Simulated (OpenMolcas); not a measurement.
# Ir²⁺ among point charges: CASSCF and CASPT2 levels and susceptibility

How does a field of 6 point charges split the states of Ir²⁺, and what χT follows?

The numbers are computed with OpenMolcas 26.06 (state-averaged CASSCF and CASPT2, spin-orbit coupling by RASSI with atomic mean-field integrals), except any that are marked as measured or tabulated.

### Step 1. What is computed

* Species: Ir²⁺ (iridium, Z = 77, 75 electrons)
* Basis: ANO-RCC-VDZP [7s6p4d2f], 59 functions
* Scalar Hamiltonian: DKH2, point nucleus
* Inactive shells: 1s 2s 2p 3s 3p 3d 4s 4p 4d 4f 5s 5p
* Active space: 7 electrons in 5 orbitals (5d)
* Some configurations of this space: 5d7
* Orbitals: optimised for each spin and parity, averaged over all roots

Outer shells as boxes (Hund's rule):

5d7
```
5d [↑↓][↑↓][↑ ][↑ ][↑ ]
```

The ion sits among 6 point charges of -1.7 e arranged as a tetragonal octahedron (D4h), 2.12 Å from the ion, with the axial distance 2.353 Å.

Each step is its own input file, run in one work folder so that later steps find the files of earlier ones. Labels, J, g values, rates, χT and fits are worked out afterwards by a script from the matrices that RASSI stores. The input lists half of the charges; inversion (Group=XYZ) makes the rest.

### Step 2. Basis and integrals

Contents of a.inp:

```
&GATEWAY
Coord
1

Ir 0.0 0.0 0.0
Basis=ANO-RCC-VDZP
Group=XYZ
NoMove
AngMom=0.0 0.0 0.0
AMFI
XField
3 Angstrom 0
2.120000 0.000000 0.000000 -1.700000
0.000000 2.120000 0.000000 -1.700000
0.000000 0.000000 2.353200 -1.700000
&SEWARD
```

Started as:

```bash
$ OMP_NUM_THREADS=1 MOLCAS_MEM=1689 MOLCAS_PROJECT=a pymolcas a.inp > a.log
```

### Step 3. Reference wave functions, quartets of even parity, 10 roots

Contents of a.inp:

```
&RASSCF
FileOrb=start.orb
Symmetry=1
Spin=4
nActEl=7 0 0
Inactive=15 19
Ras2=5 0
CIRoot=10 10 1
SDav=10
CIMx=300
Iter=120 100
PrWF=0.3
OrbListing=Nothing
MaxOrb=0
>>> COPY $Project.JobIph JOB001
```

start.orb holds the contracted functions of the basis, ordered by shell, or the orbitals of the step before.

### Step 4. CASSCF: doublets of even parity, 40 roots

Contents of a.inp:

```
&RASSCF
FileOrb=start.orb
Symmetry=1
Spin=2
nActEl=7 0 0
Inactive=15 19
Ras2=5 0
CIRoot=40 40 1
SDav=40
CIMx=300
Iter=120 100
PrWF=0.3
OrbListing=Nothing
MaxOrb=0
>>> COPY $Project.JobIph JOB002
```

### Step 5. RASSI: spin-orbit coupling between the states

Contents of a.inp:

```
&RASSI
NrOfJobIphs=2 10 40
1 2 3 4 5 6 7 8 9 10
1 2 3 4 5 6 7 8 9 10 11 12 13 14 15 16 17 18 19 20 21 22 23 24 25 26 27
28 29 30 31 32 33 34 35 36 37 38 39 40
IphNames
JOB001
JOB002
EJob
SpinOrbit
DIPRint=1.0
SOCoupling=1000.0
Subsets=2
Property=9
'ANGMOM' 1 'ANGMOM' 2 'ANGMOM' 3 'MLTPL  1' 1 'MLTPL  1' 2 'MLTPL  1' 3
'AMFI' 1 'AMFI' 2 'AMFI' 3
SOProperty=3
'ANGMOM' 1 'ANGMOM' 2 'ANGMOM' 3
```

### Step 6. CASPT2: IPEA 0.25, imaginary shift 0.1 (closed shells correlated: 5s 5p)

Contents of a.inp:

```
>>> COPY JOB001 $Project.JobIph
&CASPT2
Multistate=10 1 2 3 4 5 6 7 8 9 10
NoMult
Frozen=14 16
IPEA=0.25
Imaginary=0.1
MaxIter=60
WThr=0.0 0.3 0.05
PrWF=0.5
NoMix
>>> COPY JOB002 $Project.JobIph
&CASPT2
Multistate=40 1 2 3 4 5 6 7 8 9 10 11 12 13 14 15 16 17 18 19 20 21 22
23 24 25 26 27 28 29 30 31 32 33 34 35 36 37 38 39 40
NoMult
Frozen=14 16
IPEA=0.25
Imaginary=0.1
MaxIter=60
WThr=0.0 0.3 0.05
PrWF=0.5
NoMix
```

(Steps that only read results are left out.)

Before running it: what results should come out? Wanted: spin-free ground state; first state of the same spin within the active space; lowest level; next level.

**Answer**, as computed:

```
                                            quantity                                                                        value
                                              method  SS-CASPT2, IPEA 0.25, imaginary shift 0.1 (closed shells correlated: 5s 5p)
                              spin-free ground state                                              4A2, 1-fold in its orbital part
first state of the same spin within the active space                                                              4E at 1480 cm⁻¹
                                        lowest level                                            2-fold E1/2, g = 1.53, 6.05, 6.05
                                          next level                                                                  1266.2 cm⁻¹
                                         χT at 300 K                                                               2.99 cm³ K/mol
                           effective moment at 300 K                                                                      4.89 μB
```

Cost by method:

```tsv
method	time of its own steps	time with the reference
A. CASSCF	12 s	12 s
B. SS-CASPT2, IPEA 0.25, imaginary shift 0.1, +5s 5p	4 s	16 s
```

Times are of one thread on a shared host.

In words: The spin-free ground state (4A2) comes to 93 % from free-ion F terms and keeps the highest spin of the shell. χT at 300 K is 2.99, against 1.88 cm³ K/mol for the spin alone, so orbital moment adds to it. An active space of the d shell alone favours high spin; real ions in strong fields can be low spin. The field of point charges can differ much from that of real complexes. With metal d orbitals alone active, the gaps between spin states are rough; where two lie within a few thousand cm-1, their order is open. Point charges carry no covalency, so the field is a model and not that of real ligands.
